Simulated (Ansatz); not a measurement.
# CH3AlSe: the cost of one run

All numbers below are computed with Ansatz 0.2.0 (UKS PBE0-D4/def2-SVP).

**1. The system as given**

Bond lengths: C1–Al2 1.945 Å, Al2–Se3 2.260 Å, C1–H4 1.090 Å, C1–H5 1.090 Å, Al2–H6 1.535 Å. Angles: C1–Al2–Se3 63.0°, C1–Al2–H6 146.0°, Se3–Al2–H6 151.1°, Al2–C1–H4 125.1°, Al2–C1–H5 125.0°, H4–C1–H5 109.8°.

As a file:

```xyz
6

C    -0.2666    0.0194   -0.7814
Al    0.2634    0.4014    1.0508
Se    0.4956   -1.7305    0.3383
H    -1.2698   -0.2666   -1.0964
H     0.3850    0.1009   -1.6509
H     0.3923    1.4753    2.1396
```

**2. End point A**

Contents of input.yaml:

```yaml
crystal:
  periodic: [false, false, false]
  atoms:
    - { symbol: C, position_ang: [-0.26657, 0.01944, -0.78144] }
    - { symbol: Al, position_ang: [0.26342, 0.40143, 1.05081] }
    - { symbol: Se, position_ang: [0.49561, -1.73049, 0.33832] }
    - { symbol: H, position_ang: [-1.26978, -0.26658, -1.09637] }
    - { symbol: H, position_ang: [0.38497, 0.10094, -1.65093] }
    - { symbol: H, position_ang: [0.39235, 1.47526, 2.1396] }
magnetization:
  spin_polarized: true
basis:
  gaussian: { orbitals: def2-SVP }
hamiltonian:
  xc: pbe0
  dispersion: d4
relax:
  f_tol: 0.02
  max_steps: 50
output:
  orbitals: {}
```

On the command line:

```sh
$ ansatz run input.yaml --threads 2 --pin off --max-ram 3072MiB --backend cpu --events-out ev --progress --plain --runs-dir out
```

Q: Estimate wall time and peak memory on 2 threads of Intel Xeon Platinum 8488C (Sapphire Rapids), shared host.

About 11 s, with a peak of 0.24 GiB.
